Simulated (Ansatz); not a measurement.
# CH6BFSi: vertical spin-state energies, by script

Which spin state of CH6BFSi lies lowest at this geometry? Wanted for CH6BFSi: vertical spin-state energies. SMILES: BC[SiH2]F.

Program: the Python package of Ansatz 0.2.0. Level of theory: PBE/6-31G*. These are calculated values, not measurements.

## (1) Starting point

Bond lengths: B1–C2 1.525 Å, C2–Si3 1.838 Å, Si3–F4 1.752 Å, B1–H5 1.244 Å, B1–H6 1.193 Å, C2–H7 1.108 Å, C2–H8 1.078 Å, Si3–H9 1.525 Å, Si3–H10 1.468 Å. Angles (14 of 15 angles, heavy atoms first): B1–C2–Si3 108.7°, C2–Si3–F4 111.8°, B1–C2–H7 111.6°, B1–C2–H8 110.7°, Si3–C2–H7 107.6°, Si3–C2–H8 108.1°, C2–B1–H5 120.0°, C2–B1–H6 125.0°, C2–Si3–H9 111.2°, C2–Si3–H10 111.8°, F4–Si3–H9 107.8°, F4–Si3–H10 106.8°, H7–C2–H8 110.1°, H5–B1–H6 114.9°.

No structure file is read: the coordinates are typed or built in the script.

## (2) Script

The input, ch6bfsi_spin.py:

```python
"""Gap between spin states of CH6BFSi at one geometry."""

import ansatz as az

GEOMETRY = """
B    -1.42260    0.52470   -0.02120
C    -0.38620   -0.51860   -0.42670
Si    1.23690   -0.04720    0.29620
F     2.49290   -1.19740   -0.11580
H    -2.02990    1.17120   -0.89350
H    -1.73930    0.77460    1.10100
H    -0.26290   -0.56480   -1.52640
H    -0.65410   -1.49020   -0.04350
H     1.15980    0.03210    1.81710
H     1.68850    1.26440   -0.18440
"""

ch6bfsi = az.Crystal.molecule()
for line in GEOMETRY.strip().splitlines():
    symbol, *xyz = line.split()
    ch6bfsi = ch6bfsi.atom(symbol, [float(v) for v in xyz])

calc = (
    ch6bfsi.calculation()
    .basis(gaussian="6-31G*")
    .functional("PBE")
)
found = {}
for unpaired in [0, 2]:
    rep = calc.spin("collinear", total=unpaired).run(threads=1).report
    s = unpaired / 2
    found[unpaired] = rep["free_energy_ev"]
    print(f"2S+1 = {unpaired + 1}: E = {found[unpaired]:.5f} eV, <S^2> = {abs(rep['mean_field']['state']['spin_squared']):.3f} (pure state {s * (s + 1):.2f})")
lowest = min(found, key=found.get)
for unpaired, e in found.items():
    print(f"multiplicity {unpaired + 1}: {(e - found[lowest]):.3f} eV above the lowest")
```

## (3) What the engine is handed

The engine receives this input (first run):

```yaml
crystal:
  periodic: [false, false, false]
  atoms:
    - { symbol: B, position_ang: [-1.4226, 0.5247, -0.0212] }
    - { symbol: C, position_ang: [-0.3862, -0.5186, -0.4267] }
    - { symbol: Si, position_ang: [1.2369, -0.0472, 0.2962] }
    - { symbol: F, position_ang: [2.4929, -1.1974, -0.1158] }
    - { symbol: H, position_ang: [-2.0299, 1.1712, -0.8935] }
    - { symbol: H, position_ang: [-1.7393, 0.7746, 1.101] }
    - { symbol: H, position_ang: [-0.2629, -0.5648, -1.5264] }
    - { symbol: H, position_ang: [-0.6541, -1.4902, -0.0435] }
    - { symbol: H, position_ang: [1.1598, 0.0321, 1.8171] }
    - { symbol: H, position_ang: [1.6885, 1.2644, -0.1844] }
basis:
  gaussian:
    orbitals: "6-31G*"
hamiltonian:
  xc: pbe
magnetization:
  spin_polarized: true
  initial_magnetization: 0.0
```

## (4) The run

Started as:

```
$ python ch6bfsi_spin.py
```

**Question.** Which spin state is lowest at this geometry, and how far above lie the others?

As calculated:

| quantity | value |
| --- | --- |
| runs compared | 2 |
| lowest | run 1 (2S+1 = 1) |
| next above it by | 4.393 eV |

What this shows: In order: multiplicity 1 (+0.00 eV) and multiplicity 3 (+4.39 eV), all at the one geometry. The geometry is a force-field or estimated start, not a minimum of this method, and the basis set is short of its limit. All parts are taken at fixed geometry, without zero-point energy.
